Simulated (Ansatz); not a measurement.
What does this script print? It uses Ansatz 0.2.0 through its Python package.

`c2h6sse.py`
```python
"""Rigid torsion scan of C2H6SSe."""

import ansatz
from ase import Atoms

atoms = Atoms(["C", "S", "C", "Se", "H", "H", "H", "H", "H", "H"], positions=[
    [-1.2235, 0.7968, -0.4624],
    [-0.2054, 0.745, 0.9967],
    [0.4854, -0.8772, 0.578],
    [1.9835, -0.6732, -0.7603],
    [-1.9966, -0.0043, -0.4903],
    [-1.8324, 1.8146, -0.4533],
    [-0.6342, 0.8101, -1.3956],
    [1.0126, -1.2875, 1.5025],
    [-0.2588, -1.5631, 0.2734],
    [2.7526, 0.1876, 0.2142],
])

# start the scan from a relaxed geometry
first = (
    ansatz.Crystal.molecule_from_ase(atoms).calculation()
    .basis(gaussian="def2-SVP")  # the orbital basis, by name
    .functional("r2scan0")
    .relax(force_tolerance=0.02, max_steps=80)  # relax until the tolerances are met
)
atoms.positions = first.run().report["positions_ang"]

start = atoms.get_dihedral(2, 1, 0, 4)
energies = {}
for turn in range(0, 121, 20):
    turned = atoms.copy()
    turned.set_dihedral(2, 1, 0, 4, start + turn, indices=[0, 4, 5, 6])
    setup = (
        ansatz.Crystal.molecule_from_ase(turned).calculation()
        .basis(gaussian="def2-SVP")  # atom-centred Gaussian functions
        .functional("r2scan0")
    )
    energies[round((start + turn) % 360)] = setup.run().report["free_energy_ev"]
floor = min(energies.values())
print("dihedral C2-S1-C0-H4 (deg)   E - E(min) (kJ/mol)")
for angle, e in sorted(energies.items()):
    print(f"{angle:8d} {96.485332 * (e - floor):14.3f}  " + "#" * int(30 * (e - floor) / max(max(energies.values()) - floor, 1e-9)))
```

```console
$ python c2h6sse.py
dihedral C2-S1-C0-H4 (deg)   E - E(min) (kJ/mol)
      66          0.000
      86          2.215  ######
     106          7.160  #####################
     126         10.130  ##############################
     146          8.419  ########################
     166          4.458  #############
     186          2.094  ######
```

The scan is rigid and the energies are electronic, in a modest basis. With rigid groups the curve can differ much from the relaxed path, the start wasn't checked as a minimum of this torsion, and equivalent turns needn't return to the same energy. Run time: 2.3 min on 1 thread of Arm Neoverse V1, with other jobs on the host, peak memory 0.35 GiB.

(A comment or docstring line of the script was reworded after the run, the code is as it ran.)
